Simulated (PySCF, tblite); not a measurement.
**C₄H₉OPSi+ (doublet): geometry, infrared bands and EPR parameters**

What infrared bands and EPR parameters should C₄H₉OPSi+ (doublet) (`C=C1O[Si@@H]([PH2+])[C@@H]1C`) show?

Computed with tblite 0.8.0 and PySCF 2.14.0, with density-fitted response routines of our own, on a single molecule in the gas phase. Atoms are numbered from 0 throughout.

**1. The starting structure**

16 atoms, charge 1, multiplicity 2; geometry from: force field or distance geometry start.

Bonds of the start (Å): C0–C1 1.33, C1–O2 1.32, O2–Si3 1.66, Si3–P4 2.18, Si3–C5 1.83, C5–C6 1.52, C5–C1 1.55, C0–H7 1.08, C0–H8 1.08, Si3–H9 1.49, P4–H10 1.41, P4–H11 1.41, C5–H12 1.08, C6–H13 1.10, C6–H14 1.10, C6–H15 1.11.

**2. Optimising the geometry with GFN2-xTB**

The job: settings as JSON, then the geometry in Å.

```
{"job": {"kind": "relax", "xc": "GFN2-xTB", "basis": "xTB"}, "charge": 1, "multiplicity": 2}
C     -2.450700    -0.620200     0.413600
C     -1.125100    -0.561600     0.471600
O     -0.280700    -1.394000     1.043700
Si     1.100900    -0.577100     0.622400
P      2.317500    -1.760700    -0.751500
C     -0.174700     0.509100    -0.123600
C     -0.313000     1.912900     0.442000
H     -2.986400    -1.434300     0.883500
H     -3.014500     0.149400    -0.101300
H      1.820400    -0.074400     1.828400
H      2.889700    -2.636100     0.189600
H      3.430000    -0.895500    -0.815800
H     -0.153100     0.534400    -1.206800
H      0.536600     2.539200     0.146200
H     -1.225200     2.394700     0.061600
H     -0.379300     1.923200     1.552600
```

The run is started by

```sh
$ OMP_NUM_THREADS=1 python probes_run.py task.json out
```

This one command runs all jobs of the session in turn.

**Question.** This job is followed by: GFN2-xTB harmonic vibrations, gas phase; UKS B3LYP, pcH-1 on C H O P Si, non-relativistic, mean-field spin-orbit, GIAO. Predict these results of the whole session: strongest single infrared mode (GFN2-xTB); zero-point energy (GFN2-xTB); g(iso) (B3LYP); ⟨S²⟩; largest a(iso) (averaged by class).

**Answer**, as computed:

```
                                 quantity                  value
strongest single infrared mode (GFN2-xTB)  1004 cm⁻¹, 221 km/mol
             zero-point energy (GFN2-xTB)          71.1 kcal/mol
                           g(iso) (B3LYP)                2.00646
                                     ⟨S²⟩     0.759 (exact 0.75)
       largest a(iso) (averaged by class)  29Si on Si3, 39.3 MHz
```

In words: Relaxing lowered the energy by 0.447 eV in 80 steps; the close pair that moved most is Si3–C5, from 1.834 to 2.028 Å. No mode is imaginary among the 42: a minimum at this level. The strongest single mode, at 1004 cm⁻¹, has its largest shares on H14, C5, H12 and C6 (the list is cut at 4 atoms). Unscaled tight-binding wavenumbers are off by several per cent, some by more. Its intensities can rank the bands wrongly. C0 carries the largest spin population, 0.53 e. The isotropic g lies 4.1 ppt above the free-electron value.
